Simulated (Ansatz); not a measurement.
Turn this script for Ansatz's Python interface into the input file that the command-line program reads.

`vcrelax.py`:
```python
# -*- coding: utf-8 -*-
"""Relax cell and ions of CdSe."""

import ansatz as az
from ase.data import atomic_numbers
import numpy as np
from pymatgen.core import Lattice, Structure
from pymatgen.io.ase import AseAtomsAdaptor
import spglib

def edges_and_angles(cell):
    cell = np.asarray(cell)
    a, b, c = np.linalg.norm(cell, axis=1)
    cosines = cell[1] @ cell[2] / (b * c), cell[0] @ cell[2] / (a * c), cell[0] @ cell[1] / (a * b)
    return (a, b, c, *np.degrees(np.arccos(cosines)))

pmg_structure = Structure(
    Lattice([(4.3, 0.0, 0.0), (-2.15, 3.72390924, 0.0), (0.0, 0.0, 7.02)]),
    ["Cd", "Cd", "Se", "Se"],
    [
        (1 / 3, 2 / 3, 0.0),
        (2 / 3, 1 / 3, 0.5),
        (1 / 3, 2 / 3, 0.385),
        (2 / 3, 1 / 3, 0.885),
    ],
)
structure = az.Crystal.from_ase(AseAtomsAdaptor.get_atoms(pmg_structure))

# every cell quantity that the symmetry leaves free
calculation = (
    structure.calculation()
    .functional("pbe")
    .kpoints(6, 6, 4)  # the mesh must be finer for metals
    .occupations("fixed")  # no smearing
    .relax(force_tolerance=0.005, cell=True)  # relax until the tolerances are met
)
steps = []


def collect(event):
    if event["event"] == "relax_step":
        steps.append(event["data"])


res = calculation.session().plan().execute(on_event=collect)
data = res.report
for s in steps:
    flag = "" if s["accepted"] else "  (rejected)"
    print("step %2d  E = %.5f eV  largest force component = %.4f eV/A%s" % (s["step"], s["lagrangian_ev"], s["allowed_force_max_ev_ang"], flag))

first, last = steps[0], steps[-1]
symbols = [site.symbol for site in res.lattice.sites]
print(f"energy gained {first['lagrangian_ev'] - last['lagrangian_ev']:.4f} eV in {len(steps) - 1} steps")
for label, vectors in (("before", first["cell_ang"]), ("after", res.lattice.cell_ang)):
    print(label, "a b c (A) {:.4f} {:.4f} {:.4f}  angles {:.2f} {:.2f} {:.2f}".format(*edges_and_angles(vectors)), f" V = {abs(np.linalg.det(vectors)):.3f} A^3")
print("final stress xx yy zz (GPa, compression positive):", np.round(np.diag(data["stress_gpa"]), 3) + 0.0)

fractions = [site.position_frac for site in res.lattice.sites]
numbers = [atomic_numbers[s] for s in symbols]
for tolerance in (1e-3, 1e-2, 1e-1):
    print(f"space group at {tolerance} A:", spglib.get_spacegroup((res.lattice.cell_ang, fractions, numbers), symprec=tolerance))

change = np.array(last["positions_ang"]) @ np.linalg.inv(last["cell_ang"]) - np.array(first["positions_ang"]) @ np.linalg.inv(first["cell_ang"])
moved = np.linalg.norm(change @ np.array(last["cell_ang"]), axis=1)
print("displacement within the cell, strain taken out (A):", " ".join(f"{s}:{d:.3f}" for s, d in zip(symbols, moved)))

energy = data["free_energy_ev"]
print("F of the CdSe cell: {:.6f} eV = {:.6f} Ry = {:.6f} Ha".format(energy, energy / 13.605693, energy / 27.211386))
print("Fermi level {:.4f} eV, {} k-points, {} symmetry operations".format(data["fermi_energy_ev"], data["n_kpoints"], data["n_symmetry_ops"]))
```

```console
$ python vcrelax.py
DeckWarning: basis.ecutwfc = 420 eV, auto-derived from the records' recommended cutoffs: set by Cd (normal level)
step  1  E = -27449.50790 eV  largest force component = 0.2826 eV/A
step  2  E = -27449.57821 eV  largest force component = 0.0432 eV/A
step  3  E = -27449.58322 eV  largest force component = 0.0208 eV/A
step  4  E = -27449.58354 eV  largest force component = 0.0024 eV/A
step  5  E = -27449.58478 eV  largest force component = 0.0024 eV/A
energy gained 0.0769 eV in 4 steps
before a b c (A) 4.3000 4.3000 7.0200  angles 90.00 90.00 120.00  V = 112.410 A^3
after a b c (A) 4.3834 4.3834 7.1535  angles 90.00 90.00 120.00  V = 119.033 A^3
final stress xx yy zz (GPa, compression positive): [ 0.007  0.007 -0.014]
space group at 0.001 A: P6_3mc (186)
space group at 0.01 A: P6_3mc (186)
space group at 0.1 A: P6_3mc (186)
displacement within the cell, strain taken out (A): Cd:0.033 Cd:0.033 Se:0.033 Se:0.033
F of the CdSe cell: -27449.584776 eV = -2017.507287 Ry = -1008.753644 Ha
Fermi level 6.6955 eV, 21 k-points, 12 symmetry operations
```
(Warnings from the package without file and line.)

`input.yaml`:
```yaml
crystal:
  lattice:
    - [4.3, 0.0, 0.0]
    - [-2.15, 3.72390924, 0.0]
    - [0.0, 0.0, 7.02]
  atoms:
    - { symbol: Cd, position: [0.3333333333333, 0.6666666666667, 0.0] }
    - { symbol: Cd, position: [0.6666666666667, 0.3333333333333, 0.5] }
    - { symbol: Se, position: [0.3333333333333, 0.6666666666667, 0.385] }
    - { symbol: Se, position: [0.6666666666667, 0.3333333333333, 0.885] }
kpoints:
  mp_grid: { grid: [6, 6, 4] }
hamiltonian:
  xc: pbe
scf:
  occupations: { method: fixed }
relax:
  f_tol: 0.005
  cell: {}
```

Launched from the shell:
```console
$ ansatz run input.yaml --threads 1 --pin off --max-ram 3072MiB --backend cpu --events-out ev --progress --plain --runs-dir out
Engine: ansatz 0.2.0, aarch64-unknown-linux-gnu
Pseudopotentials: kind: paw
Pseudopotential: Cd, paw, valence charge 20, recommended cutoff 420 eV (normal), Cd.paw.azcp
Pseudopotential: Se, paw, valence charge 16, recommended cutoff 420 eV (normal), Se.paw.azcp
Functional definition: PBE
  parameter kappa = 0.804
  parameter beta = 0.06672455060314922
  exchange = pbe_x(kappa = kappa, mu = beta*pi^2/3)
  correlation = pbe_c(beta = beta)
Crystal: 4 atoms, lattice volume = 112.410 Å³
Basis set: ecut = 420 eV, 2189 PW (Γ), exchange–correlation on 60×60×96 points (8 copies of the dense FFT grid, shifted against one another)
Bands: 44, of which v1, the nominal top of the filled ones, is band 36 counted from 1 (35 counted from 0)
Symmetry: 12 space group operations
Space group: P63mc (ITA 186), of the structure as read, at distance tolerance 4.8e-5 Å
k-points: 21 of 144 (time reversal used)
Non-local potential: Cd, projectors of the file, l = 0: 3, l = 1: 2, l = 2: 2, l = 3: 1
Non-local potential: Se, projectors of the file, l = 0: 2, l = 1: 2, l = 2: 3, l = 3: 1
PAW form: soft (Blöchl's): semilocal exchange-correlation on the pseudo side does not see the compensation charge
PAW one-centre angular grid: Cd, 590 points (default); XC on 64 Gauss nodes
PAW one-centre angular grid: Se, 590 points (default); XC on 64 Gauss nodes
Initial density: superposition of atomic densities (neutral atoms: chi_scale 0, normalization atom), corrected by the library's trained network
Initial wavefunctions: pseudopotential atomic-orbital guess
Functional: x = pbe(κ = 0.804, μ = 0.2195149727645171), c = pbe(β = 0.06672455060314922)
SCF iter   1: F=—  HF=-27449.506577 eV  |F-HF|=—  |Δ(HF+E_count)|=         —  Δρ=8.42e-4  dr2=1.58e-3  ethr=1.77e-3  ⟨swp⟩=4.9  Hψ=2818  notcnv=0  defer=124
preconditioner: auto → Resta (q_TF=auto, 2.533 Å⁻¹)  ε∞=4.0  [insulator: Δε(μ)=0.690 eV  Ē_g=12.158 eV  n_scr=34 (ndim 8)  ℏωp=21.0 eV  f_vac=0.201  ε∞_Penn≈4.0]
SCF iter   2: F=—  HF=-27449.507776 eV  |F-HF|=—  |Δ(HF+E_count)|=   1.20e-3  Δρ=4.73e-4  dr2=4.51e-4  ethr=2.20e-6  ⟨swp⟩=2.0  Hψ=1527  notcnv=0  defer=125
SCF iter   3: F=—  HF=-27449.507829 eV  |F-HF|=—  |Δ(HF+E_count)|=   5.29e-5  Δρ=2.08e-4  dr2=3.86e-5  ethr=6.26e-7  ⟨swp⟩=2.0  Hψ=1281  notcnv=0  defer=104
automatic band count: iteration 3 solves 43 bands in place of 44: the levels show a gap, and the empty bands left out lie too high to hold charge; the band table lists the bands solved (type scf.n_extra_bands for more)
SCF iter   4: F=—  HF=-27449.507879 eV  |F-HF|=—  |Δ(HF+E_count)|=   5.02e-5  Δρ=9.25e-5  dr2=1.03e-5  ethr=5.36e-8  ⟨swp⟩=2.8  Hψ=1570  notcnv=0  defer=54
SCF iter   5: F=—  HF=-27449.507894 eV  |F-HF|=—  |Δ(HF+E_count)|=   1.49e-5  Δρ=3.07e-5  dr2=1.62e-6  ethr=1.43e-8  ⟨swp⟩=2.0  Hψ=1202  notcnv=0  defer=89
SCF iter   6: F=-27449.507896 eV  HF=-27449.507896 eV  |F-HF|=1.77e-7  |Δ(HF+E_count)|=   1.56e-6  Δρ=9.54e-6  dr2=9.35e-8  ethr=1.39e-10  ⟨swp⟩=3.0  Hψ=3584  notcnv=0
SCF 1 converged in 6 iterations: F = -27449.507896 eV  dr2 = 9.35e-8
  greatest PAW one-centre occupation: 1.000 electrons in one spin orbital (limit 2), on the Cd atom at site 1 (counted from 0), in its partial waves of l = 0
relax step   1: F+E_penalty+E_count = -27449.50789598 eV  Δ(F+E_penalty+E_count) = +0.000e0 eV  max|allowed force component| = 2.826e-1 eV/Å  Δτ_max = 0.0000 Å  P = +3.018 GPa  Ω = 112.410 Å³  (6 SCF iters, dr2 threshold 1.00e-7 eV, accepted)
Crystal: 4 atoms, lattice volume = 121.012 Å³
Basis set: ecut = 420 eV, 2345 PW (Γ), exchange–correlation on 60×60×96 points (8 copies of the dense FFT grid, shifted against one another)
Initial density: handed on by an earlier stage of this run
Initial wavefunctions: those handed on with the density
iter 1 solved again at ethr=2.07e-5 eV; its pass at ethr=3.10e-3 eV (dr2=1.49e-2 eV) is discarded
SCF iter   1: F=—  HF=-27449.582527 eV  |F-HF|=—  |Δ(HF+E_count)|=         —  Δρ=3.50e-3  dr2=1.44e-2  ethr=2.07e-5  ⟨swp⟩=2.0  Hψ=3898  notcnv=0  defer=62
automatic band count: iteration 1 solves 41 bands in place of 44: the levels show a gap, and the empty bands left out lie too high to hold charge; the band table lists the bands solved (type scf.n_extra_bands for more)
preconditioner: auto → Resta (q_TF=auto, 2.502 Å⁻¹)  ε∞=4.5  [insulator: Δε(μ)=0.546 eV  Ē_g=10.777 eV  n_scr=34 (ndim 8)  ℏωp=20.3 eV  f_vac=0.227  ε∞_Penn≈4.5]
SCF iter   2: F=—  HF=-27449.578527 eV  |F-HF|=—  |Δ(HF+E_count)|=   4.00e-3  Δρ=1.79e-3  dr2=3.48e-3  ethr=2.00e-5  ⟨swp⟩=2.7  Hψ=1151  notcnv=0  defer=63
SCF iter   3: F=—  HF=-27449.578025 eV  |F-HF|=—  |Δ(HF+E_count)|=   5.02e-4  Δρ=4.22e-4  dr2=3.59e-4  ethr=4.84e-6  ⟨swp⟩=2.9  Hψ=1423  notcnv=0  defer=62
SCF iter   4: F=—  HF=-27449.578133 eV  |F-HF|=—  |Δ(HF+E_count)|=   1.08e-4  Δρ=1.99e-4  dr2=9.07e-5  ethr=4.98e-7  ⟨swp⟩=2.0  Hψ=1448  notcnv=0  defer=60
SCF iter   5: F=—  HF=-27449.578199 eV  |F-HF|=—  |Δ(HF+E_count)|=   6.65e-5  Δρ=7.55e-5  dr2=8.60e-6  ethr=1.26e-7  ⟨swp⟩=2.0  Hψ=1435  notcnv=0  defer=62
SCF iter   6: F=—  HF=-27449.578212 eV  |F-HF|=—  |Δ(HF+E_count)|=   1.32e-5  Δρ=3.47e-5  dr2=1.74e-6  ethr=1.19e-8  ⟨swp⟩=2.0  Hψ=1428  notcnv=0  defer=62
SCF iter   7: F=-27449.578215 eV  HF=-27449.578214 eV  |F-HF|=4.66e-7  |Δ(HF+E_count)|=   1.85e-6  Δρ=1.28e-5  dr2=1.98e-7  ethr=5.56e-10  ⟨swp⟩=5.0  Hψ=3350  notcnv=0
SCF 2 converged in 7 iterations: F = -27449.578215 eV  dr2 = 1.98e-7
relax step   2: F+E_penalty+E_count = -27449.57821454 eV  Δ(F+E_penalty+E_count) = -7.032e-2 eV  max|allowed force component| = 4.319e-2 eV/Å  Δτ_max = 0.0243 Å  P = -0.694 GPa  Ω = 121.012 Å³  energy of the carried Pulay correction = -1.758e-3 eV  (7 SCF iters, dr2 threshold 4.00e-7 eV, accepted)
Crystal: 4 atoms, lattice volume = 119.391 Å³
Basis set: ecut = 420 eV, 2333 PW (Γ), exchange–correlation on 60×60×96 points (8 copies of the dense FFT grid, shifted against one another)
iter 1 solved again at ethr=7.19e-7 eV; its pass at ethr=3.10e-3 eV (dr2=5.18e-4 eV) is discarded
SCF iter   1: F=—  HF=-27449.583367 eV  |F-HF|=—  |Δ(HF+E_count)|=         —  Δρ=6.68e-4  dr2=5.13e-4  ethr=7.19e-7  ⟨swp⟩=2.0  Hψ=3682  notcnv=0  defer=62
automatic band count: iteration 1 solves 41 bands in place of 44: the levels show a gap, and the empty bands left out lie too high to hold charge; the band table lists the bands solved (type scf.n_extra_bands for more)
preconditioner: auto → Resta (q_TF=auto, 2.508 Å⁻¹)  ε∞=4.5  [insulator: Δε(μ)=0.534 eV  Ē_g=10.859 eV  n_scr=34 (ndim 8)  ℏωp=20.4 eV  f_vac=0.216  ε∞_Penn≈4.5]
SCF iter   2: F=—  HF=-27449.583222 eV  |F-HF|=—  |Δ(HF+E_count)|=   1.45e-4  Δρ=3.31e-4  dr2=1.11e-4  ethr=7.12e-7  ⟨swp⟩=2.8  Hψ=1223  notcnv=0  defer=62
SCF iter   3: F=—  HF=-27449.583218 eV  |F-HF|=—  |Δ(HF+E_count)|=   3.84e-6  Δρ=7.99e-5  dr2=1.23e-5  ethr=1.54e-7  ⟨swp⟩=2.0  Hψ=1442  notcnv=0  defer=26
SCF iter   4: F=—  HF=-27449.583219 eV  |F-HF|=—  |Δ(HF+E_count)|=   8.30e-7  Δρ=3.55e-5  dr2=3.27e-6  ethr=1.71e-8  ⟨swp⟩=2.0  Hψ=1428  notcnv=0  defer=47
SCF iter   5: F=-27449.583221 eV  HF=-27449.583221 eV  |F-HF|=5.17e-7  |Δ(HF+E_count)|=   1.48e-6  Δρ=1.52e-5  dr2=3.24e-7  ethr=5.56e-10  ⟨swp⟩=3.1  Hψ=3648  notcnv=0
SCF 3 converged in 5 iterations: F = -27449.583221 eV  dr2 = 3.24e-7
relax step   3: F+E_penalty+E_count = -27449.58322131 eV  Δ(F+E_penalty+E_count) = -5.007e-3 eV  max|allowed force component| = 2.077e-2 eV/Å  Δτ_max = 0.0049 Å  P = -0.123 GPa  Ω = 119.391 Å³  energy of the carried Pulay correction = -1.443e-3 eV  (5 SCF iters, dr2 threshold 4.00e-7 eV, accepted)
Crystal: 4 atoms, lattice volume = 119.033 Å³
iter 1 solved again at ethr=1.86e-7 eV; its pass at ethr=3.10e-3 eV (dr2=1.34e-4 eV) is discarded
SCF iter   1: F=—  HF=-27449.583571 eV  |F-HF|=—  |Δ(HF+E_count)|=         —  Δρ=3.59e-4  dr2=1.10e-4  ethr=1.86e-7  ⟨swp⟩=2.0  Hψ=3362  notcnv=0  defer=62
automatic band count: iteration 1 solves 41 bands in place of 44: the levels show a gap, and the empty bands left out lie too high to hold charge; the band table lists the bands solved (type scf.n_extra_bands for more)
preconditioner: auto → Resta (q_TF=auto, 2.509 Å⁻¹)  ε∞=4.5  [insulator: Δε(μ)=0.541 eV  Ē_g=10.866 eV  n_scr=34 (ndim 8)  ℏωp=20.4 eV  f_vac=0.216  ε∞_Penn≈4.5]
SCF iter   2: F=—  HF=-27449.583546 eV  |F-HF|=—  |Δ(HF+E_count)|=   2.46e-5  Δρ=1.66e-4  dr2=2.23e-5  ethr=1.52e-7  ⟨swp⟩=2.7  Hψ=1201  notcnv=0  defer=23
SCF iter   3: F=—  HF=-27449.583539 eV  |F-HF|=—  |Δ(HF+E_count)|=   7.41e-6  Δρ=3.03e-5  dr2=1.57e-6  ethr=3.10e-8  ⟨swp⟩=2.0  Hψ=1428  notcnv=0  defer=21
SCF iter   4: F=—  HF=-27449.583540 eV  |F-HF|=—  |Δ(HF+E_count)|=   9.17e-7  Δρ=1.40e-5  dr2=3.38e-7  ethr=2.19e-9  ⟨swp⟩=2.0  Hψ=1428  notcnv=0  defer=21
SCF iter   5: F=-27449.583540 eV  HF=-27449.583540 eV  |F-HF|=8.02e-8  |Δ(HF+E_count)|=   8.72e-8  Δρ=4.73e-6  dr2=3.76e-8  ethr=1.17e-10  ⟨swp⟩=4.3  Hψ=3222  notcnv=0
SCF 4 converged in 5 iterations: F = -27449.583540 eV  dr2 = 3.76e-8
relax step   4: F+E_penalty+E_count = -27449.58353978 eV  Δ(F+E_penalty+E_count) = -3.185e-4 eV  max|allowed force component| = 2.374e-3 eV/Å  Δτ_max = 0.0030 Å  P = +0.008 GPa  Ω = 119.033 Å³  energy of the carried Pulay correction = -1.372e-3 eV  (5 SCF iters, dr2 threshold 8.45e-8 eV, accepted)
Initial wavefunctions: pseudopotential atomic-orbital guess (no wavefunctions were taken with the density)
iter 1 solved again at ethr=1.06e-7 eV; its pass at ethr=3.10e-3 eV (dr2=7.62e-5 eV) is discarded
SCF iter   1: F=—  HF=-27449.568946 eV  |F-HF|=—  |Δ(HF+E_count)|=         —  Δρ=6.33e-4  dr2=1.74e-5  ethr=1.06e-7  ⟨swp⟩=3.0  Hψ=4972  notcnv=0  defer=126
preconditioner: auto → Resta (q_TF=auto, 2.509 Å⁻¹)  ε∞=3.9  [insulator: Δε(μ)=0.545 eV  Ē_g=11.904 eV  n_scr=34 (ndim 8)  ℏωp=20.4 eV  f_vac=0.217  ε∞_Penn≈3.9]
SCF iter   2: F=—  HF=-27449.580306 eV  |F-HF|=—  |Δ(HF+E_count)|=   1.14e-2  Δρ=3.19e-4  dr2=3.23e-6  ethr=2.41e-8  ⟨swp⟩=2.0  Hψ=1277  notcnv=0  defer=125
SCF iter   3: F=—  HF=-27449.584620 eV  |F-HF|=—  |Δ(HF+E_count)|=   4.31e-3  Δρ=5.99e-5  dr2=2.25e-7  ethr=4.49e-9  ⟨swp⟩=3.3  Hψ=1784  notcnv=0  defer=116
SCF iter   4: F=—  HF=-27449.584772 eV  |F-HF|=—  |Δ(HF+E_count)|=   1.52e-4  Δρ=1.08e-5  dr2=4.77e-8  ethr=3.12e-10  ⟨swp⟩=2.0  Hψ=1447  notcnv=0  defer=120
SCF iter   5: F=—  HF=-27449.584776 eV  |F-HF|=—  |Δ(HF+E_count)|=   4.32e-6  Δρ=2.14e-6  dr2=9.95e-9  ethr=6.62e-11  ⟨swp⟩=2.0  Hψ=1447  notcnv=0  defer=120
SCF iter   6: F=—  HF=-27449.584776 eV  |F-HF|=—  |Δ(HF+E_count)|=   4.81e-8  Δρ=5.17e-7  dr2=6.40e-10  ethr=1.38e-11  ⟨swp⟩=2.0  Hψ=1229  notcnv=0  defer=120
SCF iter   7: F=-27449.584776 eV  HF=-27449.584776 eV  |F-HF|=6.55e-11  |Δ(HF+E_count)|=   1.29e-9  Δρ=1.28e-7  dr2=1.58e-11  ethr=1.00e-12  ⟨swp⟩=3.0  Hψ=3433  notcnv=0
SCF 5 converged in 7 iterations: F = -27449.584776 eV  dr2 = 1.58e-11
relax step   5: F+E_penalty+E_count = -27449.58477617 eV  Δ(F+E_penalty+E_count) = -1.236e-3 eV  max|allowed force component| = 2.374e-3 eV/Å  Δτ_max = 0.0000 Å  P = -0.000 GPa  Ω = 119.033 Å³  stress off target by 1.44e-2 GPa  SCF on the basis re-selected at this cell (its energy is not comparable with the rows above)  (7 SCF iters)
basis re-selected at this cell: Δ(F+E_penalty+E_count) = -1.236e-3 eV, ΔP = -0.008 GPa vs the last step (what re-selecting the basis moved, of the pressure what is left beyond the Pulay correction that the steps carried, after the strain that the cell walked since its last selection, with what the two solves' SCF thresholds leave and, on support functions, any second-order correction that the steps lacked; it is no measure of the basis error at this ecutwfc). This SCF's stress stands 1.44e-2 GPa from its target on what of the cell is left free (relax.cell.stress_tol is 5.00e-2 GPa) and its largest allowed force component is 2.37e-3 eV/Å (relax.f_tol is 5.00e-3 eV/Å): within both
SCF converged after 7 iterations
Free energy (F): -27449.584776 eV
Harris-Foulkes:  -27449.584776 eV  (|F-HF|=6.55e-11)
Internal energy: -27449.584776 eV  (E = F + TS)
E sigma→0 (E₀):  -27449.584776 eV
Fermi energy:    6.695494 eV
--- Per-component energies (eV) ---
  E_band       = -1827.287993
  E_kinetic    = 1245.610594
  E_local      = -13036.375291  (includes V_loc(G=0)·N_el)
  E_nonlocal   = -1124.272415
  E_hartree    = 6184.783200
  E_xc         = -561.036589
  E_vxc        = -638.413976  (∫ρ·V_xc dr)
  E_paw        = -11989.839765  (= ΣΔE_a)
  E_vpaw       = -643.402289  (= ΣTr[D̂ρ^β])
  E_aug_tail   = -0.001227  (compensation charges beyond the density's cutoff)
  E_ewald      = -8168.453282
  E_smearing   = -0.000000  (= −TS)
  E_closure    = 0.000000  (closes the sum)
  Σ components = -27449.584776   (vs F -27449.584776, Δ=0.00e0)
--- Forces (eV/Å), atoms counted from 1 ---
  atom   1  Cd     0.00000000    -0.00000000     0.00237350
  atom   2  Cd     0.00000000     0.00000000     0.00237350
  atom   3  Se    -0.00000000    -0.00000000    -0.00237423
  atom   4  Se    -0.00000000     0.00000000    -0.00237423
  max |Σ_I F_I| component: 1.44e-6 eV/Å
--- Stress (GPa, compression-positive) ---
        0.007053       0.000000       0.000000
        0.000000       0.007053      -0.000000
        0.000000      -0.000000      -0.014445
  P = ⅓ Tr σ = -0.0001 GPa (-0.001 kbar)
--- Relaxed structure (4 steps of the walk, 4 accepted, 1 SCFs on fresh bases) ---
  F+E_penalty+E_count = -27449.58477617 eV   max|allowed force component| = 2.374e-3 eV/Å   (the final SCF, on the basis selected at the relaxed cell)
  cell:  # Å, volume = 119.0332 Å³
    - [4.383369827728476, 2.355318791728659e-33, 1.601563513534147e-33]
    - [-2.191684913864238, 3.7961096249950783, -1.593350150192693e-33]
    - [2.614645548693881e-33, -4.482249512046653e-33, 7.153542720334024]
  atoms:
    - { symbol: Cd, position: [0.33333333333333337, 0.6666666666666667, 0.004581198282323735] }
    - { symbol: Cd, position: [0.6666666666666667, 0.33333333333333337, 0.5045811982823236] }
    - { symbol: Se, position: [0.33333333333333337, 0.6666666666666667, 0.3804188017176762] }
    - { symbol: Se, position: [0.6666666666666667, 0.33333333333333337, 0.8804188017176761] }
```

Caveats:
- Total energies depend on the potentials; only differences at equal settings carry meaning. A total without «per atom» is that of the whole cell that was run.
- Under fixed occupations the level called the Fermi level is the highest filled one on the SCF mesh; off the mesh a filled band can lie a little above it.
- Only differences from the Fermi energy are physical; the zero of the scale is a convention.
- Energies along a relaxation are free energies. Rows at an unchanged volume are solved on a plane-wave basis chosen afresh for that cell, so the energy can jump there; the script counts such rows among its steps.
- Of the deposited cell: the entry's cell lengths or inner coordinates differ somewhat from later room-temperature determinations.
- The structure is a deposited one; some such entries were measured under pressure or heat, so a shift against it needn't be the functional's error alone.
- Hardware and time: 33 s on 1 thread of Arm Neoverse V2, with other jobs on the host, peak memory 0.51 GiB.

(A comment or docstring line of the script was reworded after the run, the code is as it ran; lines on the test bed's own set-up are left out of the output.)
